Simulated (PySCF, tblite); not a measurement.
# C₃H₈Cl₂GeSi: geometry, infrared bands and NMR shifts

What infrared bands and NMR shifts should C₃H₈Cl₂GeSi (`C=[CH][GeH2][SiH2]C(Cl)Cl`) show?

Computed with tblite 0.8.0 and PySCF 2.14.0, with density-fitted response routines of our own, on a single molecule in the gas phase. Atoms are numbered from 0 throughout.

### 1 Starting geometry

15 atoms, charge 0, multiplicity 1; geometry from: force field or distance geometry start.

Bonds of the start (Å): C0–C1 1.33, C1–Ge2 1.91, Ge2–Si3 2.33, Si3–C4 1.88, C4–Cl5 1.77, C4–Cl6 1.77, C0–H7 1.09, C0–H8 1.08, C1–H9 1.10, Ge2–H10 1.55, Ge2–H11 1.54, Si3–H12 1.46, Si3–H13 1.46, C4–H14 1.12.

### 2 Geometry optimisation with GFN2-xTB

Job settings and geometry (Å):

```
{"job": {"kind": "relax", "xc": "GFN2-xTB", "basis": "xTB"}, "charge": 0, "multiplicity": 1}
C      1.968700     1.284100     0.977200
C      1.766900    -0.007900     0.742300
Ge     0.958300    -0.620300    -0.874300
Si    -1.176700     0.294000    -1.065900
C     -2.258600    -0.288000     0.363200
Cl    -1.604000     0.302700     1.896300
Cl    -2.327400    -2.060100     0.374600
H      2.428400     1.621000     1.907100
H      1.658300     2.024900     0.248000
H      2.075000    -0.744000     1.497400
H      0.847400    -2.165000    -0.864900
H      1.801700    -0.163200    -2.084200
H     -1.780100    -0.142100    -2.319200
H     -1.078300     1.752900    -1.039300
H     -3.284100     0.127500     0.219800
```

Launch:

```bash
OMP_NUM_THREADS=1 python probes_run.py task.json out
```

One launch serves the whole session: the jobs run in the order shown.

The log of the run:

```text
step      E/eV     max force
  0    -631.27581    1.151
  1    -631.34471    0.589
  2    -631.37692    0.452
  3    -631.39930    0.502
  4    -631.41624    0.482
  5    -631.42828    0.313
  6    -631.43800    0.326
  7    -631.44670    0.301
  8    -631.45565    0.337
  9    -631.46157    0.238
 10    -631.46545    0.153
 11    -631.46781    0.145
 12    -631.46940    0.115
 13    -631.47075    0.105
 14    -631.47185    0.094
 15    -631.47275    0.082
 16    -631.47362    0.079
 17    -631.47462    0.081
 18    -631.47583    0.103
 19    -631.47707    0.102
 20    -631.47812    0.073
 21    -631.47907    0.094
 22    -631.48002    0.106
 23    -631.48096    0.079
 24    -631.48173    0.069
 25    -631.48228    0.066
 26    -631.48273    0.065
 27    -631.48322    0.066
 28    -631.48377    0.080
 29    -631.48432    0.086
 30    -631.48478    0.061
 31    -631.48512    0.042
 32    -631.48538    0.039
 33    -631.48561    0.044
 34    -631.48587    0.050
 35    -631.48617    0.052
 36    -631.48646    0.040
 37    -631.48663    0.027
 38    -631.48670    0.019
 39    -631.48676    0.021
 40    -631.48683    0.022
 41    -631.48694    0.031
 42    -631.48706    0.029
 43    -631.48714    0.025
 44    -631.48719    0.021
 45    -631.48723    0.019
 46    -631.48727    0.023
 47    -631.48730    0.015
 48    -631.48731    0.009
```

Wall time 0.8 s (1 thread of Arm Neoverse N1, shared host); peak memory 0.18 GiB.

The steps of the relaxation: (not every step is listed)

| step | energy from step 0 (eV) | largest force (eV/Å) |
| --- | --- | --- |
| 0 | 0.0000 | 1.1513 |
| 1 | -0.0689 | 0.5891 |
| 2 | -0.1011 | 0.4515 |
| 3 | -0.1235 | 0.5017 |
| 4 | -0.1404 | 0.4815 |
| 5 | -0.1525 | 0.3133 |
| 6 | -0.1622 | 0.3260 |
| 7 | -0.1709 | 0.3007 |
| 8 | -0.1798 | 0.3372 |
| 11 | -0.1920 | 0.1445 |
| 14 | -0.1960 | 0.0938 |
| 17 | -0.1988 | 0.0810 |
| 20 | -0.2023 | 0.0727 |
| 23 | -0.2052 | 0.0791 |
| 26 | -0.2069 | 0.0653 |
| 29 | -0.2085 | 0.0864 |
| 32 | -0.2096 | 0.0394 |
| 35 | -0.2104 | 0.0522 |
| 38 | -0.2109 | 0.0193 |
| 41 | -0.2111 | 0.0310 |
| 43 | -0.2113 | 0.0253 |
| 44 | -0.2114 | 0.0210 |
| 45 | -0.2114 | 0.0195 |
| 46 | -0.2115 | 0.0226 |
| 47 | -0.2115 | 0.0153 |
| 48 | -0.2115 | 0.0093 |

Close pairs (by a distance rule), those that changed most:

| bond | before (Å) | after (Å) | change (Å) |
| --- | --- | --- | --- |
| C1–Ge2 | 1.908 | 1.958 | +0.050 |
| Ge2–H10 | 1.549 | 1.504 | -0.045 |
| Si3–C4 | 1.885 | 1.922 | +0.038 |
| Ge2–H11 | 1.544 | 1.511 | -0.033 |
| C4–H14 | 1.116 | 1.087 | -0.029 |
| C1–H9 | 1.099 | 1.083 | -0.016 |
| C0–H7 | 1.091 | 1.080 | -0.011 |
| Ge2–Si3 | 2.330 | 2.341 | +0.011 |

The next job starts from the end point, and lists it.

### 3 Vibrational analysis with GFN2-xTB

Job settings and geometry (Å):

```
{"job": {"kind": "ir", "xc": "GFN2-xTB", "basis": "xTB"}, "charge": 0, "multiplicity": 1}
C      2.017816     1.276309     1.038954
C      1.803551    -0.002378     0.777362
Ge     0.884590    -0.628389    -0.834661
Si    -1.212804     0.348808    -1.190787
C     -2.262506    -0.268702     0.296612
Cl    -1.511953     0.343345     1.783159
Cl    -2.202082    -2.039444     0.293735
H      2.513844     1.612355     1.937451
H      1.697337     2.052210     0.359573
H      2.130422    -0.748888     1.490047
H      0.860688    -2.131576    -0.787289
H      1.784230    -0.328901    -2.010607
H     -1.936916    -0.098832    -2.382374
H     -1.260393     1.811319    -1.114325
H     -3.310239     0.019337     0.321239
```

The log of the run:

```text
mode    cm-1     km/mol
  1     -56.1      0.63
  2     -20.5      0.34
  3      54.4      0.05
  4      72.5      0.75
  5      90.4      1.50
  6     139.4      0.42
  7     219.5     12.57
  8     252.3      1.76
  9     297.2      3.54
 10     352.9     27.49
 11     369.0     15.58
 12     425.0     11.25
 13     464.6     23.90
 14     548.0      3.77
 15     549.8      5.09
 16     571.2     49.45
 17     635.7    228.34
 18     662.8    343.86
 19     682.3     27.61
 20     709.8    137.91
 21     759.6    190.03
 22     780.6     24.55
 23     863.7    164.40
 24     912.4     16.22
 25     997.1      4.34
 26    1021.0     20.33
 27    1101.9      8.87
 28    1161.2     42.87
 29    1248.3      7.58
 30    1405.3      2.48
 31    1654.7      1.24
 32    1914.5    364.09
 33    1982.9    429.99
 34    2237.1    316.79
 35    2244.1    223.87
 36    2969.5      2.05
 37    3025.7     25.48
 38    3061.8     20.67
 39    3081.6     48.17
```

Wall time 1.2 s (1 thread of Arm Neoverse N1, shared host); peak memory 0.18 GiB.

Which atoms move in the most intense modes:

| cm⁻¹ | km/mol | atoms |
| --- | --- | --- |
| 636 | 228.3 | H10 62 % |
| 663 | 343.9 | H11 70 % |
| 760 | 190.0 | H13 37 %, H12 35 % |
| 864 | 164.4 | H10 49 %, H11 47 % |
| 1914 | 364.1 | H11 77 %, H10 22 % |
| 1983 | 430.0 | H10 77 %, H11 22 % |
| 2237 | 316.8 | H13 91 % |
| 2244 | 223.9 | H12 92 % |

### 4 NMR shieldings: PBE0/pcSseg-1

Same as in step 3 but for these lines:

```diff
@@ -1,2 +1,2 @@
-{"job": {"kind": "ir", "xc": "GFN2-xTB", "basis": "xTB"}, "charge": 0, "multiplicity": 1}
+{"job": {"kind": "nmr", "xc": "PBE0", "basis": "pcSseg-1"}, "charge": 0, "multiplicity": 1}
 C      2.017816     1.276309     1.038954
```

Level: GIAO PBE0/pcSseg-1 NMR shielding, non-relativistic, gas phase.

The log of the run:

```text
coarse grid: 61776 points
cycle   1  E = -3404.7927034262  dE = -8.283e-02  |g| = 9.163e-01  |ddm| = 3.678e+00
cycle   2  E = -3404.7426771351  dE =  5.003e-02  |g| = 9.836e-01  |ddm| = 1.120e+00
cycle   3  E = -3404.8676307301  dE = -1.250e-01  |g| = 1.400e-01  |ddm| = 7.624e-01
cycle   4  E = -3404.8716443564  dE = -4.014e-03  |g| = 6.607e-02  |ddm| = 1.618e-01
cycle   5  E = -3404.8725822194  dE = -9.379e-04  |g| = 6.956e-03  |ddm| = 5.399e-02
cycle   6  E = -3404.8725940951  dE = -1.188e-05  |g| = 2.183e-03  |ddm| = 1.134e-02
cycle   7  E = -3404.8725952383  dE = -1.143e-06  |g| = 7.669e-04  |ddm| = 3.126e-03
final grid: 125056 points
cycle   8  E = -3404.8726317902  dE =  2.307e-07  |g| = 1.260e-03  |ddm| = 2.031e-03
cycle   9  E = -3404.8726308964  dE =  8.938e-07  |g| = 2.237e-03  |ddm| = 2.645e-03
cycle  10  E = -3404.8726321947  dE = -1.298e-06  |g| = 1.114e-04  |ddm| = 1.687e-03
cycle  11  E = -3404.8726321971  dE = -2.480e-09  |g| = 1.302e-05  |ddm| = 1.138e-04
cycle  12  E = -3404.8726321972  dE = -2.365e-11  |g| = 2.967e-06  |ddm| = 1.359e-05
converged SCF energy = -3404.8726321972

GIAO shielding tensors (ppm)
atom      isotropic    diamagn.    paramagn.     s11        s22        s33       span
  0 C       41.810     254.213    -212.403    -85.640     49.426    161.644    247.284
  1 C       45.086     258.971    -213.885    -75.076     38.312    172.023    247.099
  2 Ge    1611.887    2755.770   -1143.883   1527.032   1576.495   1732.134    205.102
  3 Si     393.833     878.519    -484.686    346.124    392.746    442.630     96.506
  4 C      114.824     253.140    -138.316     74.550    129.695    140.228     65.679
  5 Cl     700.314    1148.125    -447.811    417.807    720.013    963.121    545.314
  6 Cl     709.668    1146.727    -437.059    436.674    704.131    988.200    551.527
  7 H       25.112      28.408      -3.296     21.286     24.709     29.341      8.055
  8 H       25.579      31.829      -6.250     20.374     24.813     31.549     11.174
  9 H       24.870      30.717      -5.847     22.463     24.192     27.954      5.491
 10 H       27.369      28.820      -1.451     20.799     23.099     38.207     17.409
 11 H       27.744      28.805      -1.061     20.886     22.355     39.991     19.104
 12 H       27.333      28.150      -0.817     23.296     25.079     33.623     10.327
 13 H       27.182      28.296      -1.114     23.513     24.857     33.178      9.665
 14 H       25.862      29.251      -3.390     20.729     25.313     31.542     10.813
```

Run time: 73 s. Hardware: 1 thread of Arm Neoverse N1, shared host; peak memory 0.85 GiB.

The references, computed at this level on geometries of the same kind, shield at (ppm): 1H TMS 31.72, 13C TMS 186.9, 29Si TMS 349.2, 73Ge GeMe4 1331, 35Cl HCl 950. Their shielding less the atom's gives the shift. The references are single molecules in the gas phase. Atoms listed in one row are averaged.

| atoms | environment | σ (ppm) | δ (ppm) |
| --- | --- | --- | --- |
| C0 | terminal =CH2 carbon | 41.8 | 145.1 |
| C1 | alkene CH | 45.1 | 141.8 |
| C4 | sp3 CH bonded to 2 Cl and Si | 114.8 | 72.1 |
| H9 | hydrogen on an alkene CH | 24.87 | 6.85 |
| H7 | hydrogen on a terminal =CH2 carbon | 25.11 | 6.60 |
| H8 | hydrogen on a terminal =CH2 carbon | 25.58 | 6.14 |
| H14 | hydrogen on an sp3 CH bonded to 2 Cl and Si | 25.86 | 5.86 |
| H12, H13 | hydrogen on a silicon bonded to C, Ge | 27.26 | 4.46 |
| H10, H11 | hydrogen on a germanium bonded to C, Si | 27.56 | 4.16 |
| Ge2 | germanium bonded to C, Si, 2 H | 1612 | -281 |
| Si3 | silicon bonded to C, Ge, 2 H | 393.8 | -44.7 |
| Cl5, Cl6 | chlorine bonded to C | 705 | 245 |

The run also stored atomic charges by several schemes (e):

| atoms | Mulliken | IAO | Hirshfeld | ESP fit |
| --- | --- | --- | --- | --- |
| C0 | -0.12 | -0.28 | -0.09 | -0.44 |
| C1 | -0.47 | -0.36 | -0.13 | -0.08 |
| Ge2 | 0.08 | 0.35 | 0.23 | 0.04 |
| Si3 | 0.56 | 0.48 | 0.23 | 0.43 |
| C4 | -0.46 | -0.37 | -0.06 | -0.54 |
| Cl5, Cl6 | -0.07 | -0.06 | -0.04 | -0.02 |

Mayer bond orders: C0–C1 1.96, C1–Ge2 0.89, Ge2–Si3 0.89, Si3–C4 0.76, C4–Cl5 0.98, C4–Cl6 0.98.

### 5 Summary of results

| quantity | value |
| --- | --- |
| strongest single infrared mode (GFN2-xTB) | 1983 cm⁻¹, 430 km/mol |
| zero-point energy (GFN2-xTB) | 56.5 kcal/mol |
| 13C shifts against TMS (PBE0/pcSseg-1) | 145.1, 141.8, 72.1 ppm |
| 1H shifts against TMS (PBE0/pcSseg-1, means over atoms taken as alike) | 6.85, 6.60, 6.14, 5.86, 4.46, 4.16 ppm |
| 73Ge shifts against GeMe4 (PBE0/pcSseg-1) | -281 ppm |
| 29Si shifts against TMS (PBE0/pcSseg-1) | -44.7 ppm |
| 35Cl shifts against HCl (PBE0/pcSseg-1, means over atoms taken as alike) | 245 ppm |

In words: The optimisation took 48 steps and gained 0.212 eV; among the close pairs (by a distance rule), C1–Ge2 changed most, from 1.908 to 1.958 Å. The lowest mode is imaginary (56i cm⁻¹), so the xTB geometry is not a minimum. The strongest single mode, at 1983 cm⁻¹, moves mainly H10. GFN2-xTB is a fitted tight-binding method: band positions and strengths are rough. Its intensities can rank the bands wrongly. C4 stands next to heavy halogen, whose spin-orbit shielding this run leaves out, so the computed shift lies too far downfield, most of all for carbon beside Br or I. The most deshielded carbon is C0 (terminal =CH2 carbon), at 145.1 ppm: the olefinic region. H9 (hydrogen on an alkene CH) lies farthest downfield among hydrogen, at 6.85 ppm; olefinic region. At PBE0/pcSseg-1: The widest tensor belongs to Cl5, Cl6: span 548 ppm, with a paramagnetic part of -442 ppm. Spin-orbit coupling is left out, which matters for shieldings and couplings at and beside the heavy atoms.
